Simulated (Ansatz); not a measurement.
# AsH6NSi: the cost of one run

Method: RKS r2SCAN-D4/def2-SVP, in Ansatz 0.2.0.

### 1 The starting structure

Bond lengths: Si1–N2 1.739 Å, N2–As3 1.902 Å, Si1–H4 1.426 Å, Si1–H5 1.514 Å, Si1–H6 1.513 Å, N2–H7 1.061 Å, As3–H8 1.512 Å, As3–H9 1.503 Å. Angles: Si1–N2–As3 108.1°, Si1–N2–H7 107.4°, As3–N2–H7 107.2°, N2–Si1–H4 111.6°, N2–Si1–H5 110.4°, N2–Si1–H6 110.9°, H4–Si1–H5 106.9°, H4–Si1–H6 111.9°, H5–Si1–H6 104.9°, N2–As3–H8 94.4°, N2–As3–H9 95.9°, H8–As3–H9 96.3°.

As a file:

```xyz
9

Si   -0.4778    0.6158   -0.6773
N     1.0232    0.4322    0.1810
As    0.8309   -1.0119    1.4042
H    -0.8042   -0.5564   -1.4217
H    -0.3828    1.7547   -1.6708
H    -1.5922    1.0133    0.2652
H     1.7603    0.1481   -0.5268
H    -0.4550   -0.4869    2.0015
H     0.1860   -1.9551    0.4277
```

### 2 End point A

Contents of input.yaml:

```yaml
crystal:
  periodic: [false, false, false]
  atoms:
    - { symbol: Si, position_ang: [-0.4778, 0.6158, -0.6773] }
    - { symbol: "N", position_ang: [1.0232, 0.4322, 0.181] }
    - { symbol: As, position_ang: [0.8309, -1.0119, 1.4042] }
    - { symbol: H, position_ang: [-0.8042, -0.5564, -1.4217] }
    - { symbol: H, position_ang: [-0.3828, 1.7547, -1.6708] }
    - { symbol: H, position_ang: [-1.5922, 1.0133, 0.2652] }
    - { symbol: H, position_ang: [1.7603, 0.1481, -0.5268] }
    - { symbol: H, position_ang: [-0.455, -0.4869, 2.0015] }
    - { symbol: H, position_ang: [0.186, -1.9551, 0.4277] }
basis:
  gaussian: { orbitals: def2-SVP }
hamiltonian:
  xc: r2scan
  dispersion: d4
relax:
  f_tol: 0.02
  max_steps: 50
output:
  orbitals: {}
```

Run with:

```console
ansatz run input.yaml --threads 2 --pin off --max-ram 3072MiB --backend cpu --events-out ev --progress --plain --runs-dir out
```

Q: Estimate wall time and peak memory on 2 threads of Arm Neoverse N1, shared host.

About 53 s, with a peak of 0.17 GiB.
